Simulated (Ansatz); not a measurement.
# Nb3BN2: the cost of one run

Method: DFT PBE, scalar-relativistic, plane waves, PAW, in Ansatz 0.2.0.

**1. Starting point**

It takes space group P6/mmm (No. 191, hexagonal). Conventional cell: a = 5.280 Å, b = 5.280 Å, c = 3.038 Å, α = 90.00°, β = 90.00°, γ = 120.00°. Nb (site symmetry mmm) has 4 N at 2.15 Å and 6 Nb at 2.64 to 3.04 Å and 4 B at 3.05 Å as nearest neighbours. Around B (site symmetry 6/mmm) lie 2 B at 3.04 Å and 12 Nb at 3.05 Å and 6 N at 3.05 Å. N (site symmetry -6m2) has 6 Nb at 2.15 Å as nearest neighbours.

Coordinates:

```cif
data_structure
_symmetry_space_group_name_H-M 'P 1'
_symmetry_Int_Tables_number 1
_cell_length_a 5.2800
_cell_length_b 5.2800
_cell_length_c 3.0380
_cell_angle_alpha 90.000
_cell_angle_beta 90.000
_cell_angle_gamma 120.000
_cell_volume 73.35
loop_
_atom_site_label
_atom_site_type_symbol
_atom_site_fract_x
_atom_site_fract_y
_atom_site_fract_z
_atom_site_occupancy
Nb1 Nb 0.00000 0.50000 0.00000 1
Nb2 Nb 0.50000 0.00000 0.00000 1
Nb3 Nb 0.50000 0.50000 0.00000 1
B1 B 0.00000 0.00000 0.50000 1
N1 N 0.33333 0.66667 0.50000 1
N2 N 0.66667 0.33333 0.50000 1
```

The cell is invented: species swapped into a database cell of SmB2Ir3 (P6/mmm, No. 191), with B on the Sm sites, N on the B sites and Nb on the Ir sites. Its size is a rough estimate.

**2. A first look at the guess**

The input, input.yaml:

```yaml
crystal:
  lattice:
    - [5.27999099, 0.0, 0.0]
    - [-2.63999549, 4.57260633, 0.0]
    - [0.0, 0.0, 3.03801021]
  atoms:
    - { symbol: Nb, position: [0.0, 0.5, 0.0] }
    - { symbol: Nb, position: [0.5, 0.0, 0.0] }
    - { symbol: Nb, position: [0.5, 0.5, 0.0] }
    - { symbol: B, position: [0.0, 0.0, 0.5] }
    - { symbol: "N", position: [0.33333333, 0.66666667, 0.5] }
    - { symbol: "N", position: [0.66666667, 0.33333333, 0.5] }
basis:
  ecutwfc: 420
kpoints:
  mp_grid: { grid: [6, 6, 6] }
hamiltonian:
  xc: pbe
scf:
  occupations: { method: gaussian, width: 0.1 }
  lower_state_search: "off"
output:
  forces: true
  stress: true
  eigenvalues: true
```

On the command line:

```bash
$ ansatz run input.yaml --threads 1 --pin off --max-ram 2048MiB --backend cpu --events-out ev --progress --plain --runs-dir out
```

Q: Estimate wall time and peak memory on 1 thread of Intel Xeon Platinum 8375C at 2.90GHz (Ice Lake), shared host.

About 3.2 s, with a peak of 0.39 GiB.
